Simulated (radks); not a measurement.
# Valence configurations of Br

One table from this session's results is given with a row withheld; the runs are named, their logs left out.

The numbers are computed with radks (a radial shooting solver on a logarithmic mesh, Libxc functionals) version 1 (Dirac Kohn-Sham, LDA (Slater exchange, Perdew-Wang correlation), spin-unpolarised, spherical densities, finite nucleus; open shells fill j = l - 1/2 first), except any that are marked as measured or tabulated.

**The system**

```
element            : bromine (Z = 35)
charge             : 0
electrons          : 35
configuration      : [Ar] 3d10 4s2 4p5
nuclear rms radius : 4.1629 fm
others tried       : 3d9.5 4s2 4p5.5; 3d9 4s2 4p6; 3d10 4s1 4p6; 3d9.5 4s1.5 4p6; 3d10 4s1.5 4p5.5
```

The first run:

The run's settings:

```text
Z 35
configuration [Ar] 3d10 4s2 4p5
relativity Dirac
functional lda,pw
spin unpolarised
j_filling energy
nucleus finite rms 4.1629 fm
c 137.035999084
```

Among the steps run: [Ar] 3d10 4s2 4p5.

One of the session's tables, all rows but one given; the rest of the session is left out.

It belongs to the step «[Ar] 3d10 4s2 4p5». Radial moments (bohr):

```
level     <r>  outermost maximum (interpolated)  90 % within  nodes
3s1/2  0.5525                             0.485        0.823      2
3p1/2  0.5577                             0.475        0.853      1
3p3/2  0.5683                             0.484        0.869      1
3d3/2  0.5885                             0.428        0.971      0
3d5/2  0.5927                             0.431        0.978      0
4s1/2   1.670                              1.41         2.50      3
4p1/2   2.070                              1.64         3.22      2
4p3/2       ?                                 ?            ?      ?
```

Estimate the missing values for 4p3/2.

As computed: <r>: 2.121; outermost maximum (interpolated): 1.67; 90 % within: 3.30; nodes: 2. In the column «<r>» it is the highest.
